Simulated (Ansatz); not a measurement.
# BiAs (rocksalt type): a single-point run

Wanted: a converged single-point run for BiAs (rocksalt type), and a check of what comes out. The structure is shown as the input types it.

Computed with Ansatz 0.2.0 (DFT, PBE, PAW with Ansatz's default frozen-core files, scalar-relativistic, unless a step's input says otherwise).

2 further runs of the same task are left out: 2 that didn't finish. Runs told in other sessions of the task aren't counted.

### 1 The system as given

The structure is cubic, space group Fm-3m (No. 225). The conventional cell has a = 4.071 Å, b = 4.071 Å, c = 4.071 Å, α = 90.00°, β = 90.00°, γ = 90.00°. Bi (site symmetry m-3m) has 6 As at 2.04 Å in its first shell of neighbours. Around As (site symmetry m-3m) lie 6 Bi at 2.04 Å.

Structure file:

```cif
data_structure
_symmetry_space_group_name_H-M 'P 1'
_symmetry_Int_Tables_number 1
_cell_length_a 2.8784
_cell_length_b 2.8784
_cell_length_c 2.8784
_cell_angle_alpha 60.000
_cell_angle_beta 60.000
_cell_angle_gamma 60.000
_cell_volume 16.86
loop_
_atom_site_label
_atom_site_type_symbol
_atom_site_fract_x
_atom_site_fract_y
_atom_site_fract_z
_atom_site_occupancy
Bi1 Bi 0.00000 0.00000 0.00000 1
As1 As 0.50000 0.50000 0.50000 1
```

### 2 Running it

input.yaml

```yaml
crystal:
  lattice:
    - [0.0, 2.0353043, 2.0353043]
    - [2.0353043, 0.0, 2.0353043]
    - [2.0353043, 2.0353043, 0.0]
  atoms:
    - { symbol: Bi, position: [0.0, 0.0, 0.0] }
    - { symbol: As, position: [0.5, 0.5, 0.5] }
kpoints:
  mp_grid: { grid: [13, 13, 13] }
scf:
  occupations: { method: fermi_dirac, width: 0.05 }
  max_iter: 50
hamiltonian:
  xc: pbe
  pseudopotentials: { kind: paw }
output:
  forces: true
  stress: true
  eigenvalues: true
  populations: true
```

Started as:

```bash
$ ansatz run input.yaml --threads 1 --pin off --max-ram 2048MiB --backend cpu --events-out ev --progress --plain --runs-dir out
```

What happens when this is run?

The run converged and reported no error. It gives a pressure of 960 GPa, which is large; a structure far from rest gives such values too, whatever the setting.

The structure is squeezed far below its natural size. The shortest distance in the input is 2.04 Å, between atoms 1 (Bi) and 2 (As).

What to do: restore the intended size.
